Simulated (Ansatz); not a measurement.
**GeH₅O (doublet): the correlation ladder at distance O1–H3 along a hydrogen transfer = 0.892 Å, cc-pVDZ**

How much of the correlation energy of GeH₅O (doublet) does each wave-function method recover here?

The runs use Ansatz 0.2.0, Gaussian basis; cc-pVDZ, core rule «outside noble gas», up to 15 orbitals frozen.

The runs, in order: UHF; CCSD(T) on ROHF; CCSD(T) on UHF; BCCD(T) on ROHF; CISD; CCSDT(Q) on ROHF; CCSDT(Q) on UHF; CASSCF and MRCISD+Q, 3 electrons in 3 orbitals; CASSCF and NEVPT2, 3 electrons in 3 orbitals.

4 further runs of the same task are left out: 4 that didn't finish.

### Step 1. The system

The geometry derives from fragments relaxed apart (PBE0/def2-TZVP) and kept rigid, so it is no stationary point. A hydrogen atom is moved between rigid fragments. No spin-orbit coupling is included. The filled d shell of Ge may be among the frozen orbitals whatever the setting's name suggests; the logs give the count.

7 atoms, charge 0, spin multiplicity 2.

Atoms are counted from 1 here; the program's logs count them from 0.

Bond lengths: O1–H2 0.960 Å, O1–H3 0.892 Å, Ge4–H5 1.539 Å, Ge4–H6 1.539 Å, Ge4–H7 1.539 Å. Angles: H2–O1–H3 105.1°, H5–Ge4–H6 111.2°, H5–Ge4–H7 111.2°, H6–Ge4–H7 111.2°.

### Step 2. UHF

The input, in.yaml:

```yaml
crystal:
  periodic: [false, false, false]
  atoms:
    - {symbol: O, position_ang: [-2.622810, -0.009969, -0.000001]}
    - {symbol: H, position_ang: [-2.872119, 0.916606, -0.000001]}
    - {symbol: H, position_ang: [-1.730810, -0.009969, -0.000001]}
    - {symbol: Ge, position_ang: [0.597190, -0.009969, 0.000000]}
    - {symbol: H, position_ang: [1.065858, -1.475884, 0.000000]}
    - {symbol: H, position_ang: [1.065860, 0.722988, -1.269519]}
    - {symbol: H, position_ang: [1.065858, 0.722988, 1.269520]}
basis:
  gaussian: {orbitals: cc-pVDZ}
magnetization: {spin_polarized: true, initial_magnetization: 1}
hamiltonian: {xc: hf}
output: {orbitals: {seedname: orbitals}}
```

Started as:

```console
$ ansatz run in.yaml --threads 1 --pin off --events-out ev --progress --plain --max-ram 2502MiB
```

The runs that follow: CCSD(T) on ROHF; CCSD(T) on UHF; BCCD(T) on ROHF; CISD; CCSDT(Q) on ROHF; CCSDT(Q) on UHF; CASSCF and MRCISD+Q, 3 electrons in 3 orbitals; CASSCF and NEVPT2, 3 electrons in 3 orbitals.

**Question.** What will the summary of the whole plan be? Wanted: UCCSDT(Q) below the RHF energy; RMP2 from UCCSDT(Q); UMP2 from UCCSDT(Q); RCCSD from UCCSDT(Q); RCCSD(T) from UCCSDT(Q); UCCSD(T) from UCCSDT(Q); RCCSDT(Q) from UCCSDT(Q); NEVPT2 pair from UCCSDT(Q); MRCISD+Q pair from UCCSDT(Q).

The runs gave:

| quantity | value |
| --- | --- |
| UCCSDT(Q) below the RHF energy | -9.1793 eV |
| RMP2 from UCCSDT(Q) | +109.2 kJ/mol |
| UMP2 from UCCSDT(Q) | +108.6 kJ/mol |
| RCCSD from UCCSDT(Q) | +18.0 kJ/mol |
| RCCSD(T) from UCCSDT(Q) | +3.7 kJ/mol |
| UCCSD(T) from UCCSDT(Q) | +3.3 kJ/mol |
| RCCSDT(Q) from UCCSDT(Q) | +0.4 kJ/mol |
| NEVPT2 pair from UCCSDT(Q) | +108.5 kJ/mol |
| MRCISD+Q pair from UCCSDT(Q) | +11.2 kJ/mol |
| levels within 1 kcal/mol (43 meV) | RCCSD(T), UCCSD(T), BCCD(T), RCCSDT, UCCSDT, RCCSDT(Q) |
| T1 diagnostic | 0.012 |

**Reading.** RCCSD(T) lands +3.7 kJ/mol from the yardstick (0.4 % of the correlation energy). Of the multireference levels listed MRCISD+Q pair comes nearest in total energy (+11.2 kJ/mol), which doesn't show that its space is the better one. These misses are within one basis, not against nature; the frozen cores of restricted and unrestricted runs differ, which can shift their rows.
